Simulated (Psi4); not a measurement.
# GaH2F (SMILES [H][Ga]([H])[F]): M06-2X/cc-pVTZ

Aim: the vertical ionisation energy of GaH2F at M06-2X/cc-pVTZ, from 2 runs. 

The results are computed with Psi4 1.11.

1 further run of the same task is left out (set aside as unsound or not needed).

**1. The molecule**

GaH2F: 4 atoms, total charge 0, spin state singlet. SMILES: `[H][Ga]([H])[F]`. Geometry: a GFN2-xTB relaxation, a rough one for these elements and not checked as a minimum.

Bond lengths: Ga1–F4 1.732 Å, Ga1–H2 1.543 Å, Ga1–H3 1.543 Å. Angles: H2–Ga1–F4 115.6°, H3–Ga1–F4 115.6°, H2–Ga1–H3 128.8°.

**2. The energy at M06-2X/cc-pVTZ**

The input, job.in:

```
memory 1600 MB

molecule geom {
  0 1
  Ga     0.051230     0.085260     0.000790
  H      1.586900    -0.059960     0.013870
  H     -0.797470     1.373580    -0.018980
  F     -0.840670    -1.398880     0.004310
  symmetry c1
  no_reorient
  no_com
}

set globals {
  basis                cc-pVTZ
  puream               true
  e_convergence        1e-09
  d_convergence        1e-08
  scf_type             pk
  dft_radial_points    99
  dft_spherical_points 590
}

energy_value, wavefunction = energy('m06-2x', return_wfn=True)
oeprop(wavefunction, 'MULLIKEN_CHARGES', 'WIBERG_LOWDIN_INDICES', 'DIPOLE', title='M06-2X')
print_variables()
```

The run is started by

```sh
psi4 -n 1 job.in job.out
```

job.out, shortened:

```text
[...]
  Running in c1 symmetry.
[...]
  Nuclear repulsion =  110.158828852668748
[...]
  Multiplicity = 1
[...]
  Nalpha       = 21
  Nbeta        = 21
[...]
    Number of basis functions: 101
[...]
   @RKS iter   1: -2024.74738238919758   -2.73779e+00   1.99040e-02 DIIS/ADIIS
[...]
   @RKS iter  11: -2025.95783869197930   -9.09495e-13   3.68199e-09 DIIS
[...]
    Orbital Energies [Eh]
    ---------------------
    Doubly Occupied:
       1A   -374.766468     2A    -46.648017     3A    -41.405102
       4A    -41.400979     5A    -41.400925     6A    -25.184286
       7A     -5.782381     8A     -4.059767     9A     -4.049991
      10A     -4.048719    11A     -1.272530    12A     -1.024512
      13A     -1.023663    14A     -1.020121    15A     -1.016221
      16A     -1.009953    17A     -0.555026    18A     -0.484357
      19A     -0.477492    20A     -0.450278    21A     -0.373453
[...]
  @RKS Final Energy: -2025.95783869197930
   => Energetics <=
    Nuclear Repulsion Energy =            110.1588288526687478
    One-Electron Energy =               -3044.9667984894872461
    Two-Electron Energy =                 949.6522334021025245
    DFT Exchange-Correlation Energy =     -40.8021024572630324
    Empirical Dispersion Energy =           0.0000000000000000
    VV10 Nonlocal Energy =                  0.0000000000000000
    Total Energy =                      -2025.9578386919793047
[...]
 Multipole Moments:
 ------------------------------------------------------------------------------------
     Multipole            Electronic (a.u.)      Nuclear  (a.u.)        Total (a.u.)
 ------------------------------------------------------------------------------------
 L = 1.  Multiply by 2.5417464519 to convert [e a0] to [Debye]
 Dipole X            :         10.2282900           -9.8047873            0.4235027
 Dipole Y            :         17.0192203          -16.3144592            0.7047611
 Dipole Z            :         -0.1096612            0.1099254            0.0002642
 Magnitude           :                                                    0.8222182
[...]
  Mulliken Charges: (a.u.)
   Center  Symbol    Alpha    Beta     Spin     Total
       1    GA    15.20504 15.20504  0.00000  0.58993
       2     H     0.54701  0.54701  0.00000 -0.09403
       3     H     0.54701  0.54701  0.00000 -0.09403
       4     F     4.70094  4.70094  0.00000 -0.40187
   Total alpha = 21.00000, Total beta = 21.00000, Total charge =  0.00000
  Wiberg Bond Indices using Orthogonal Lowdin Orbitals:
[...]
```

Run time: 27 s. Hardware: 1 thread of Intel Xeon 6975P-C (Granite Rapids), shared host; peak memory 1.6 GiB.

**3. The doublet cation: energy and forces at UM06-2X/cc-pVTZ**

The input, input.inp:

```
memory 1600 mb

molecule mol {
  1 2
  Ga     0.09681067     0.16111805     0.00149288
  H      2.99880639    -0.11330798     0.02621050
  H     -1.50699989     2.59569001    -0.03586700
  F     -1.58863606    -2.64350008     0.00814472
  units au
  symmetry c1
  no_reorient
  no_com
}

set reference uks
set puream true
set e_convergence 1e-09
set d_convergence 1e-08
set scf_type pk
set dft_radial_points 99
set dft_spherical_points 590
set maxiter 200

E, wfn = gradient("m06-2x/cc-pVTZ", return_wfn=True)
oeprop(wfn, "DIPOLE", "MAYER_INDICES", "LOWDIN_CHARGES")
```

The run is started by

```sh
psi4 -i input.inp -o input.out -n 1
```

input.out, shortened:

```text
[...]
  Running in c1 symmetry.
[...]
  Nuclear repulsion =  110.158828920347531
[...]
  Multiplicity = 2
[...]
  Nalpha       = 21
  Nbeta        = 20
[...]
    Number of basis functions: 101
[...]
   @UKS iter   1: -2024.39064304607200   -2.38105e+00   1.96473e-02 ADIIS/DIIS
[...]
   @UKS iter  14: -2025.52539224108136   -7.73070e-12   7.52394e-09 DIIS
[...]
   @S^2 Observed:                7.717646992E-01
[...]
  @UKS Final Energy: -2025.52539224108136
   => Energetics <=
    Nuclear Repulsion Energy =            110.1588289203475313
    One-Electron Energy =               -3032.4414177822927741
    Two-Electron Energy =                 937.3913345529532535
    DFT Exchange-Correlation Energy =     -40.6341379320892528
    Empirical Dispersion Energy =           0.0000000000000000
    VV10 Nonlocal Energy =                  0.0000000000000000
    Total Energy =                      -2025.5253922410815903
[...]
  -Total Gradient:
     Atom            X                  Y                   Z
    ------   -----------------  -----------------  -----------------
       1        0.029765841193     0.049405378799    -0.000133059392
       2       -0.030763047147    -0.005296643126    -0.000214954966
       3        0.009717555957    -0.029581022294     0.000342234044
       4       -0.008543437452    -0.014233471391     0.000004611377
[...]
 Multipole Moments:
 ------------------------------------------------------------------------------------
     Multipole            Electronic (a.u.)      Nuclear  (a.u.)        Total (a.u.)
 ------------------------------------------------------------------------------------
 L = 1.  Multiply by 2.5417464519 to convert [e a0] to [Debye]
 Dipole X            :         10.5175101           -9.8047873            0.7127228
 Dipole Y            :         17.5011347          -16.3144591            1.1866755
 Dipole Z            :         -0.1109082            0.1099253           -0.0009830
 Magnitude           :                                                    1.3842592
[...]
```

Wall time 74 s (1 thread of Intel Xeon 6975P-C (Granite Rapids), shared host); peak memory 1.6 GiB.

**4. Summary of results**

Level: M06-2X/cc-pVTZ.

| quantity | value |
| --- | --- |
| singlet GaH2F: total energy | -2025.95784 Eh |
| singlet GaH2F: dipole moment | 2.09 D |
| singlet GaH2F: HOMO energy | -10.16 eV |
| singlet GaH2F: LUMO energy | -1.11 eV |
| singlet GaH2F: HOMO–LUMO gap | 9.05 eV |
| doublet cation: total energy | -2025.52539 Eh |
| doublet cation: HOMO energy (highest over α and β) | -19.08 eV |
| doublet cation: LUMO energy (lowest over α and β) | -13.39 eV |
| doublet cation: ⟨S²⟩ | 0.772 |
| doublet cation: largest force on an atom | 2.966 eV/Å |
| vertical ionisation energy (to the doublet cation) | 11.767 eV |

**Reading.** Removing an electron at fixed nuclei costs 11.77 eV (271 kcal/mol). −ε(HOMO) before ionisation, 10.16 eV, is 1.61 eV below this ionisation energy. Mulliken charges (singlet GaH2F) run from -0.40 on F4 to +0.59 on Ga1; they depend strongly on the basis.
